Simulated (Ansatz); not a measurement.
# CaB2 (P6/mmm) in Ansatz: notebook

One crystal, CaB2, is run at these levels: PBE; tasks: relaxation of the atoms.

All numbers are computed with Ansatz 0.2.0; they aren't measurements. Logs are shortened: lines on timing, memory, paths and dates and some standing lists are left out, and cuts for length are marked.

## Step 1: The crystal as given

The structure is hexagonal, space group P6/mmm (No. 191). Conventional cell: a = 3.226 Å, b = 3.226 Å, c = 3.905 Å, α = 90.00°, β = 90.00°, γ = 120.00°. Ca (site symmetry 6/mmm) is surrounded by 12 B at 2.70 Å. Around B (site symmetry -6m2) lie 3 B at 1.86 Å.

The cell comes from a database or a generator and needn't be the stable form of this composition.

## Step 2: Relaxation of the atoms, PBE, 11.73 Å³/atom

File input.yaml:

```yaml
crystal:
  lattice:
    - [3.2264302843, 0.0, 0.0]
    - [-1.6132151421, 2.7941705897, 0.0]
    - [0.0, 0.0, 3.90469632]
  atoms:
    - { symbol: Ca, position: [0.0, 0.0, 0.0] }
    - { symbol: B, position: [0.6666666667, 0.3333333333, 0.5] }
    - { symbol: B, position: [0.3333333333, 0.6666666667, 0.5] }
hamiltonian:
  xc: pbe
  pseudopotentials: { kind: paw }
kpoints:
  mp_grid: { grid: [8, 8, 6] }
scf:
  occupations: { method: fermi_dirac, width: 0.05 }
output:
  forces: true
  stress: true
  eigenvalues: true
relax:
  f_tol: 0.01
  max_steps: 40
```

Potentials or basis: Ansatz PAW.

On the command line:

```bash
$ ansatz run input.yaml --threads 2 --pin off --max-ram 5632MiB --backend cpu --events-out ev --progress --plain --runs-dir out
```

Output:

```text
Warning: output.stress: scf.convergence.dr2_threshold = 1e-7 eV (the SCF's general default) is looser than the 3e-10 eV advised for a printed stress (1e-10 eV for each atom of the cell: 3). What an SCF threshold leaves in a stress goes as its square root, and in the free energy as the threshold itself, and one threshold admits the most on a small cell: of the crystals measured, under no hybrid functional and no lock of the moments, on runs that ended without the residual-converged pass, on stresses that held no estimate of that error, the worst erred by over 100 MPa in a component at 1e-7 eV an atom and by under 5 at 1e-10. Every solve of this run answers to scf.convergence.dr2_threshold, and the tensor of one is reported: a single SCF on the reported geometry and on this run's grids (its basis.xc_grid and basis.ecutrho_ratio typed), with scf.convergence.dr2_threshold at 3e-10 eV or tighter, prints it and tightens no other solve. Else set scf.convergence.dr2_threshold to 3e-10 eV or tighter. The threshold is an SCF's pass mark: one that does not reach it within its budget of iterations ends unconverged, or closes short of it on a stop that the run arms, and scf.convergence.dr2_threshold's page says what that costs each kind of run
Warning: RAYON_NUM_THREADS=2 ignored (pool sized by the plan → 2); use --threads N
Engine: ansatz 0.2.0, aarch64-unknown-linux-gnu
Pseudopotentials: kind: paw
Pseudopotential: Ca, paw, valence charge 10, recommended cutoff 420 eV (normal), Ca.paw.azcp
Pseudopotential: B, paw, valence charge 3, recommended cutoff 420 eV (normal), B.paw.azcp
Functional definition: PBE
  parameter kappa = 0.804
  parameter beta = 0.06672455060314922
  exchange = pbe_x(kappa = kappa, mu = beta*pi^2/3)
  correlation = pbe_c(beta = beta)
Crystal: 3 atoms, lattice volume = 35.202 Å³
Basis set: ecut = 420 eV, 721 PW (Γ), exchange–correlation on 48×48×54 points (8 copies of the dense FFT grid, shifted against one another)
Bands: 12, of which v1, the nominal top of the filled ones, is band 8 counted from 1 (7 counted from 0)
Symmetry: 24 space group operations
Space group: P6/mmm (ITA 191), of the structure as read, at distance tolerance 3.3e-5 Å
k-points: 40 of 384
Non-local potential: Ca, projectors of the file, l = 0: 3, l = 1: 2, l = 2: 2
Non-local potential: B, projectors of the file, l = 0: 2, l = 1: 2, l = 2: 1
PAW form: soft (Blöchl's): semilocal exchange-correlation on the pseudo side does not see the compensation charge
PAW one-centre angular grid: Ca, 110 points (default); XC on 64 Gauss nodes
PAW one-centre angular grid: B, 110 points (default); XC on 64 Gauss nodes
Initial density: superposition of atomic densities (neutral atoms: chi_scale 0, normalization atom), corrected by the library's trained network
Initial wavefunctions: pseudopotential atomic-orbital guess
Functional: x = pbe(κ = 0.804, μ = 0.2195149727645171), c = pbe(β = 0.06672455060314922)
SCF iter   1: F=—  HF=-2129.069132 eV  |F-HF|=—  |Δ(HF+E_count)|=         —  Δρ=4.09e-3  dr2=1.71e-2  ethr=1.77e-3  ⟨swp⟩=6.4  Hψ=3385  notcnv=0
preconditioner: auto → none  [metal: Δε(μ)=0.096 eV  Ē_g=15.460 eV  σ=0.050 eV  W_gap=0.42  n_scr=8 (ndim 8)  ℏωp=23.4 eV  f_vac=0.000  D(μ)=1.22/eV (n_scr^D=8)  sad-step TF]
SCF iter   2: F=—  HF=-2129.066386 eV  |F-HF|=—  |Δ(HF+E_count)|=   2.75e-3  Δρ=1.72e-3  dr2=2.36e-3  ethr=1.07e-4  ⟨swp⟩=1.2  Hψ=816  notcnv=0
SCF iter   3: F=—  HF=-2129.066102 eV  |F-HF|=—  |Δ(HF+E_count)|=   2.84e-4  Δρ=5.32e-4  dr2=2.23e-4  ethr=1.48e-5  ⟨swp⟩=1.8  Hψ=577  notcnv=0
SCF iter   4: F=—  HF=-2129.066077 eV  |F-HF|=—  |Δ(HF+E_count)|=   2.49e-5  Δρ=7.16e-5  dr2=1.43e-6  ethr=1.39e-6  ⟨swp⟩=2.5  Hψ=678  notcnv=0
SCF iter   5: F=—  HF=-2129.066073 eV  |F-HF|=—  |Δ(HF+E_count)|=   4.41e-6  Δρ=2.27e-5  dr2=3.33e-7  ethr=8.91e-9  ⟨swp⟩=2.2  Hψ=759  notcnv=0
SCF iter   6: F=-2129.066073 eV  HF=-2129.066073 eV  |F-HF|=8.06e-9  |Δ(HF+E_count)|=   7.02e-8  Δρ=3.39e-6  dr2=9.89e-9  ethr=6.25e-10  ⟨swp⟩=4.7  Hψ=1916  notcnv=0
SCF 1 converged in 6 iterations: F = -2129.066073 eV  dr2 = 9.89e-9
relax step   1: F+E_penalty+E_count = -2129.06607250 eV  Δ(F+E_penalty+E_count) = +0.000e0 eV  max|allowed force component| = 6.168e-17 eV/Å  Δτ_max = 0.0000 Å  (6 SCF iters, accepted)
SCF converged after 6 iterations
Free energy (F): -2129.066073 eV
Harris-Foulkes:  -2129.066073 eV  (|F-HF|=8.06e-9)
Internal energy: -2129.057280 eV  (E = F + TS)
E sigma→0 (E₀):  -2129.061676 eV
Entropy (-TS):   -0.008792 eV (-2.931 meV/atom)
Fermi energy:    9.674762 eV
--- Per-component energies (eV) ---
  E_band       = -77.347060
  E_kinetic    = 376.069395
  E_local      = -643.077401  (includes V_loc(G=0)·N_el)
  E_nonlocal   = 87.329636
  E_hartree    = 210.498735
  E_xc         = -202.268127
  E_vxc        = -248.617234  (∫ρ·V_xc dr)
  E_paw        = -1015.694062  (= ΣΔE_a)
  E_vpaw       = -70.047780  (= ΣTr[D̂ρ^β])
  E_aug_tail   = -0.000012  (compensation charges beyond the density's cutoff)
  E_ewald      = -941.915444
  E_smearing   = -0.008792  (= −TS)
  E_closure    = -0.000000  (closes the sum)
  Σ components = -2129.066073   (vs F -2129.066073, Δ=0.00e0)
--- Forces (eV/Å), atoms counted from 1 ---
  atom   1  Ca    -0.00000000     0.00000000     0.00000000
  atom   2  B      0.00000000     0.00000000     0.00000000
  atom   3  B     -0.00000000     0.00000000    -0.00000000
  max |Σ_I F_I| component: 3.70e-17 eV/Å
--- Stress (GPa, compression-positive) ---
        1.005519      -0.000000       0.000000
       -0.000000       1.005519       0.000000
        0.000000       0.000000      12.137012
  P = ⅓ Tr σ = 4.7160 GPa (47.160 kbar)
--- Band table (eV; the first three rows and the last of 40) ---
  k-point 0: bands = ["-29.6787", "-10.7228", "-10.4742", "-10.4742", "-0.7724", "8.2275", "9.8800", "9.8800", "10.4592", "15.6208", "15.6208", "16.2223"]
  k-point 1: bands = ["-29.6766", "-10.7788", "-10.4718", "-10.4718", "-0.5147", "7.1555", "10.0151", "10.0151", "11.5640", "15.0042", "15.0042", "15.2246"]
  k-point 2: bands = ["-29.6725", "-10.8872", "-10.4669", "-10.4669", "0.0815", "5.7325", "10.3359", "10.3359", "13.0804", "14.1088", "14.1088", "14.4419"]
  k-point 39: bands = ["-29.5446", "-11.0903", "-10.8795", "-10.6701", "2.9038", "3.8969", "6.5236", "9.2202", "9.3738", "16.0424", "17.0273", "17.1213"]
--- Relaxed structure (1 steps of the walk, 1 accepted, 0 SCFs on fresh bases) ---
  F+E_penalty+E_count = -2129.06607250 eV   max|allowed force component| = 6.168e-17 eV/Å
  atoms:
    - { symbol: Ca, position: [0.0, 0.0, 0.0] }
    - { symbol: B, position: [0.6666666666666666, 0.33333333333333326, 0.5000000000000001] }
    - { symbol: B, position: [0.3333333333333333, 0.6666666666666666, 0.5000000000000001] }
```

It took 0.96 s on 2 threads of Arm Neoverse V1, shared host; peak memory 0.29 GiB.

Results:

- Free energy: -2129.0661 eV
- Pressure after relaxing: 4.7 GPa
- Band gap on the k mesh: none (metal or under the smearing width)

Caveat: the relaxation stopped at its first step, so nothing moved; the thresholds are loose for stress.

## Step 3: Relaxation of the atoms, PBE, 11.98 Å³/atom

input.yaml: that of step 2 with these lines changed.

```diff
@@ -4,3 +4,3 @@
     - [-1.6132151421, 2.7941705897, 0.0]
-    - [0.0, 0.0, 3.90469632]
+    - [0.0, 0.0, 3.98604416]
   atoms:
```

Potentials or basis: Ansatz PAW.

On the command line:

```bash
$ ansatz run input.yaml --threads 2 --pin off --max-ram 5632MiB --backend cpu --events-out ev --progress --plain --runs-dir out
```

Wall time 0.95 s (2 threads of Arm Neoverse V1, shared host); peak memory 0.29 GiB.

The run converged. Its results:

- Free energy: -2129.1075 eV
- Pressure after relaxing: 2.0 GPa
- Band gap on the k mesh: none (metal or under the smearing width)

Caveat: the relaxation stopped at its first step, so nothing moved; the thresholds are loose for stress.
